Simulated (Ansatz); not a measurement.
# ClH₇OSi₃ + SiH₄: a complex and its separated parts

The complex below is one end of an elementary step. How strongly is it bound against its free parts?

Computed with Ansatz 0.2.0, Gaussian basis. Level: PBE0-D4/def2-TZVP structures, single points in def2-TZVPP, no counterpoise correction.

Levels: SPW92, PBE-D4, BLYP-D4, r2SCAN-D4, B97M-V, PBE0-D4, B3LYP-D4, r2SCAN0-D4, BHLYP-D4, CAM-B3LYP-D4, wB97X-V, wB97M-V, B2PLYP, PBE-QIDH, RPA on PBE, Hartree-Fock, MP2, CCSD, CCSD(T).

Correlated methods freeze the cores. B3LYP uses VWN-RPA correlation. B2PLYP carries no dispersion term here.

94 further runs of the same task are left out: 94 set aside as unsound or not needed. Runs told in other sessions of the task aren't counted.

**1. The system as given**

The complex: 17 atoms, charge 0, spin multiplicity 1.

Atoms are counted from 1 here; the program's logs count them from 0.

Bond lengths: Si1–Si3 2.341 Å, Si1–Si4 2.347 Å, Si1–O5 1.649 Å, Si1–Cl7 2.078 Å, Si2–H6 1.484 Å, Si2–H8 1.484 Å, Si2–H9 1.487 Å, Si2–H10 1.484 Å, Si3–H11 1.488 Å, Si3–H12 1.485 Å, Si3–H13 1.486 Å, Si4–H14 1.489 Å, Si4–H15 1.488 Å, Si4–H16 1.486 Å, O5–H17 0.960 Å. Angles: Si3–Si1–Si4 115.1°, Si3–Si1–O5 107.4°, Si3–Si1–Cl7 107.7°, Si4–Si1–O5 111.8°, Si4–Si1–Cl7 105.1°, O5–Si1–Cl7 109.6°, H6–Si2–H8 110.2°, H6–Si2–H9 108.8°, H6–Si2–H10 110.2°, H8–Si2–H9 108.7°, H8–Si2–H10 110.1°, H9–Si2–H10 108.7°, Si1–Si3–H11 107.4°, Si1–Si3–H12 110.8°, Si1–Si3–H13 110.2°, H11–Si3–H12 109.4°, H11–Si3–H13 109.0°, H12–Si3–H13 110.0° and more.

Coordinates:

```xyz
17
ClH11OSi4
Si   -0.6905    0.2958    0.6865
Si    3.0591   -0.7369   -0.8777
Si   -0.7118    1.1841   -1.4797
Si   -2.8026   -0.2093    1.5760
O     0.2971   -1.0244    0.6682
H     2.8205    0.5150   -0.1184
Cl    0.0996    1.7405    1.9534
H     3.1544   -1.8897    0.0522
H     4.3438   -0.6128   -1.6172
H     1.9658   -0.9586   -1.8562
H    -1.7615    2.2373   -1.5186
H     0.6027    1.7863   -1.8161
H    -1.0534    0.1245   -2.4648
H    -2.6342   -0.8224    2.9226
H    -3.5199   -1.1717    0.6964
H    -3.6072    1.0341    1.6987
H     0.4381   -1.4919    1.4946
```

Its parts: ClH₇OSi₃ holds atoms 1, 3, 4, 5, 7, 11, 12, 13, 14, 15, 16, 17; SiH₄ holds atoms 2, 6, 8, 9, 10. Each part counts its atoms afresh in its own runs.

**2. Relaxing ClH₇OSi₃ alone**

Contents of relax-a/in.yaml:

```yaml
crystal:
  periodic: [false, false, false]
  atoms:
    - {symbol: Si, position_ang: [-0.690527, 0.295831, 0.686506]}
    - {symbol: Si, position_ang: [-0.711791, 1.184051, -1.479682]}
    - {symbol: Si, position_ang: [-2.802614, -0.209260, 1.576018]}
    - {symbol: O, position_ang: [0.297148, -1.024372, 0.668245]}
    - {symbol: Cl, position_ang: [0.099625, 1.740548, 1.953371]}
    - {symbol: H, position_ang: [-1.761515, 2.237326, -1.518601]}
    - {symbol: H, position_ang: [0.602736, 1.786313, -1.816136]}
    - {symbol: H, position_ang: [-1.053419, 0.124547, -2.464775]}
    - {symbol: H, position_ang: [-2.634213, -0.822407, 2.922631]}
    - {symbol: H, position_ang: [-3.519904, -1.171716, 0.696431]}
    - {symbol: H, position_ang: [-3.607160, 1.034142, 1.698714]}
    - {symbol: H, position_ang: [0.438062, -1.491914, 1.494588]}
basis:
  gaussian: {orbitals: def2-TZVP}
hamiltonian: {xc: pbe0, dispersion: d4}
relax: {f_tol: 0.005, max_steps: 200}
```

On the command line:

```bash
> ansatz run in.yaml --threads 4 --pin off --events-out ev --progress --plain --max-ram 66560MiB --backend cuda --devices 0, --max-vram 37GiB
```

After this run come: Relaxing SiH₄ alone; SPW92/def2-TZVPP; PBE-D4/def2-TZVPP; BLYP-D4/def2-TZVPP; r2SCAN-D4/def2-TZVPP; B97M-V/def2-TZVPP; PBE0-D4/def2-TZVPP; B3LYP-D4/def2-TZVPP; r2SCAN0-D4/def2-TZVPP; BHLYP-D4/def2-TZVPP; CAM-B3LYP-D4/def2-TZVPP; wB97X-V/def2-TZVPP; wB97M-V/def2-TZVPP; B2PLYP/def2-TZVPP; PBE-QIDH/def2-TZVPP; RPA on PBE/def2-TZVPP; CCSD(T)/def2-TZVPP; Vibrations of ClH₇OSi₃; Vibrations of SiH₄.

Q: Predict the outcome of this session. Wanted: complex less parts, CCSD(T)/def2-TZVPP; with zero-point energy; largest T1 diagnostic.

**Answer**, as computed:

| quantity | value |
| --- | --- |
| complex less parts, CCSD(T)/def2-TZVPP | -9.6 kJ/mol |
| with zero-point energy | -5.8 kJ/mol |
| largest T1 diagnostic | 0.013 |

**Reading.** At CCSD(T) the complex lies 9.6 kJ/mol below its parts. Among the functionals r2SCAN-D4 lands nearest to CCSD(T) (-0.6 kJ/mol) and B2PLYP farthest (+7.0 kJ/mol). Mean unsigned error by rung: LDA 6.4, GGA 2.7, meta-GGA 1.0, hybrid 2.7, range-separated hybrid 2.0, double hybrid 5.2 kJ/mol. The double hybrids carry no dispersion term here, unlike the levels marked D4 or V. PBE-D4 gives a relative energy 2.7 kJ/mol too low, an error of 28 % of the reference. No counterpoise was applied, and triple zeta lacks some correlation, so the CCSD(T) reference has a basis error of its own, and close matches with it are partly luck.
